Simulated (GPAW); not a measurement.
Runs of GPAW 26.7.0 on SiF. The structure is cubic, space group Pm-3m (No. 221). Conventional cell: a = 3.029 Å, b = 3.029 Å, c = 3.029 Å, α = 90.00°, β = 90.00°, γ = 90.00°. Si (site symmetry m-3m) is surrounded by 8 F at 2.62 Å. F (site symmetry m-3m) is surrounded by 8 Si at 2.62 Å. The cell was built by a generator and needn't be a form met in nature.

```csv
level,potentials or basis,pressure (GPa)
RPBE,"the program's PAW data sets (release 1.2.1) made for this functional, pw",(b)
PBE,"GPAW PAW data sets (gpaw-data 1.2.1), pw",-0.8
SCAN,"GPAW PAW data sets (gpaw-data 1.2.1), pw",-2.3
LDA,"the program's PAW data sets (release 1.2.1) made for this functional, pw",-6.8
PBEsol,"PAW data sets generated in the run's folder for this functional, pw",(a)
```

Alike in all rows: task band structure; no spin polarisation; cell as given; k mesh 9 × 9 × 9; cutoff (eV) 800; smearing fermi-dirac 0.05 eV.

Question: Fill in the values left out.

Answer: (a) -4.6; (b) 1.7.

Caveats: an odd number of electrons without spin polarisation forces a metal; a magnetic or distorted state may lie lower; the PAW data sets were made with another functional, which shifts forces and pressure a little (some runs).
